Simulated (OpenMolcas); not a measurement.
# Nb³⁺ with 6 ligands (water): CASSCF and CASPT2 levels and susceptibility

Which state of Nb³⁺ lies lowest among these ligands, how large is the field, and what χT follows?

Program: OpenMolcas 26.06. Level of theory: state-averaged CASSCF and CASPT2, spin-orbit coupling by RASSI with atomic mean-field integrals. These are calculated values, not measurements, unless marked.

### 1 What is computed

```
Species                           : Nb³⁺ (niobium, Z = 41, 38 electrons)
Basis                             : ANO-RCC-VTZP [7s6p4d2f1g], 212 functions with the ligands
Scalar Hamiltonian                : DKH2, point nucleus
Inactive shells                   : 1s 2s 2p 3s 3p 3d 4s 4p of the metal, and all ligand shells
Active space                      : 2 electrons in 5 orbitals (4d)
Some configurations of this space : 4d2
Orbitals                          : optimised for each spin and parity, averaged over all roots
```

The outer shells:

4d2
```
4d [↑ ][↑ ][  ][  ][  ]
```

Nb³⁺ is taken with 6 ligands (water) in octahedron coordination (Th) at 2.08 Å. Ligand basis ANO-RCC-VDZP. The distances are assumed, not relaxed.

```xyz
19

Nb    0.0000    0.0000    0.0000
O     2.0800    0.0000    0.0000
H     2.6570    0.7797    0.0000
H     2.6570   -0.7797    0.0000
O     0.0000    2.0800    0.0000
H     0.0000    2.6570    0.7797
H     0.0000    2.6570   -0.7797
O    -2.0800    0.0000    0.0000
H    -2.6570    0.7797    0.0000
H    -2.6570   -0.7797    0.0000
O     0.0000   -2.0800    0.0000
H     0.0000   -2.6570    0.7797
H     0.0000   -2.6570   -0.7797
O     0.0000    0.0000    2.0800
H     0.7797    0.0000    2.6570
H    -0.7797    0.0000    2.6570
O     0.0000    0.0000   -2.0800
H     0.7797    0.0000   -2.6570
H    -0.7797    0.0000   -2.6570
```

Each step is its own input file, run in one work folder so that later steps find the files of earlier ones. Labels, J, g values, rates, χT and fits are worked out afterwards by a script from the matrices that RASSI stores.

### 2 One- and two-electron integrals

The input, a.inp:

```
&GATEWAY
Coord
19

Nb 0.0 0.0 0.0
O 2.080000 0.000000 0.000000
H 2.656978 0.779741 0.000000
H 2.656978 -0.779741 0.000000
O 0.000000 2.080000 0.000000
H 0.000000 2.656978 0.779741
H 0.000000 2.656978 -0.779741
O -2.080000 0.000000 0.000000
H -2.656978 0.779741 0.000000
H -2.656978 -0.779741 0.000000
O 0.000000 -2.080000 0.000000
H 0.000000 -2.656978 0.779741
H 0.000000 -2.656978 -0.779741
O 0.000000 0.000000 2.080000
H 0.779741 0.000000 2.656978
H -0.779741 0.000000 2.656978
O 0.000000 0.000000 -2.080000
H 0.779741 0.000000 -2.656978
H -0.779741 0.000000 -2.656978
Basis=Nb.ANO-RCC-VTZP,H.ANO-RCC-VDZP,O.ANO-RCC-VDZP
Group=XYZ
NoMove
AngMom=0.0 0.0 0.0
AMFI
RICD
&SEWARD
```

The run is started by

```sh
> OMP_NUM_THREADS=1 MOLCAS_MEM=2457 MOLCAS_PROJECT=a pymolcas a.inp > a.log
```

### 3 CASSCF: triplets of even parity, 10 roots

The input, a.inp:

```
&RASSCF
FileOrb=start.orb
Symmetry=1
Spin=3
nActEl=2 0 0
Inactive=24 24
Ras2=5 0
CIRoot=10 10 1
SDav=10
CIMx=300
Iter=150 100
PrWF=0.3
OrbListing=Nothing
MaxOrb=0
LevShft=1.0
>>> COPY $Project.JobIph JOB001
```

start.orb holds start orbitals that the driver prepared beforehand, or those of the step before.

### 4 CASSCF: singlets of even parity, 15 roots

The input, a.inp:

```
&RASSCF
FileOrb=start.orb
Symmetry=1
Spin=1
nActEl=2 0 0
Inactive=24 24
Ras2=5 0
CIRoot=15 15 1
SDav=15
CIMx=300
Iter=150 100
PrWF=0.3
OrbListing=Nothing
MaxOrb=0
LevShft=1.0
>>> COPY $Project.JobIph JOB002
```

### 5 RASSI: spin-orbit coupling between the states

The input, a.inp:

```
&RASSI
NrOfJobIphs=2 10 15
1 2 3 4 5 6 7 8 9 10
1 2 3 4 5 6 7 8 9 10 11 12 13 14 15
IphNames
JOB001
JOB002
EJob
SpinOrbit
DIPRint=1.0
SOCoupling=1000.0
Subsets=2
Property=9
'ANGMOM' 1 'ANGMOM' 2 'ANGMOM' 3 'MLTPL  1' 1 'MLTPL  1' 2 'MLTPL  1' 3
'AMFI' 1 'AMFI' 2 'AMFI' 3
SOProperty=3
'ANGMOM' 1 'ANGMOM' 2 'ANGMOM' 3
```

### 6 CASPT2: IPEA 0.25, imaginary shift 0.1 (closed shells correlated: 4s 4p of the metal, with ligand shells; the Frozen line counts the rest)

The input, a.inp:

```
>>> COPY JOB001 $Project.JobIph
&CASPT2
Multistate=10 1 2 3 4 5 6 7 8 9 10
NoMult
Frozen=11 9
IPEA=0.25
Imaginary=0.1
MaxIter=60
WThr=0.0 0.3 0.05
PrWF=0.5
NoMix
>>> COPY JOB002 $Project.JobIph
&CASPT2
Multistate=15 1 2 3 4 5 6 7 8 9 10 11 12 13 14 15
NoMult
Frozen=11 9
IPEA=0.25
Imaginary=0.1
MaxIter=60
WThr=0.0 0.3 0.05
PrWF=0.5
NoMix
```

(Steps that only read results are left out.)

Before running it: what results should come out? Wanted: spin-free ground state; first state of the same spin within the active space; lowest level; next level.

The runs gave:

| quantity | value |
| --- | --- |
| method | SS-CASPT2, IPEA 0.25, imaginary shift 0.1 (closed shells correlated: 4s 4p of the metal, with ligand shells; the Frozen line counts the rest) |
| spin-free ground state | 3T1, 3-fold in its orbital part |
| first state of the same spin within the active space | 3T2 at 28700 cm⁻¹ |
| lowest level | 2-fold E, g = 0.00, 0.00, 0.00 |
| next level | 17.7 cm⁻¹ |
| χT at 300 K | 0.48 cm³ K/mol |
| effective moment at 300 K | 1.97 μB |

Cost by method:

```tsv
method	time of its own steps	time with the reference
A. CASSCF	57 s	57 s
B. SS-CASPT2, IPEA 0.25, imaginary shift 0.1, +4s 4p	3.8 min	4.8 min
```

Times are of one thread on a shared host.

**Reading.** The spin-free ground state (3T1) is 3-fold and keeps the highest spin of the shell. χT at 300 K is 0.48, against 1.00 cm³ K/mol for the spin alone, so spin-orbit coupling lowers it. A ligand-field fit to the states below 45000 cm-1 gives 10Dq = 29765 cm-1, B = 507 cm-1 and C = 1828 cm-1 (C/B = 3.61), with a deviation of 136 cm-1. CASPT2 does not keep the components of a term degenerate, and the means are used.
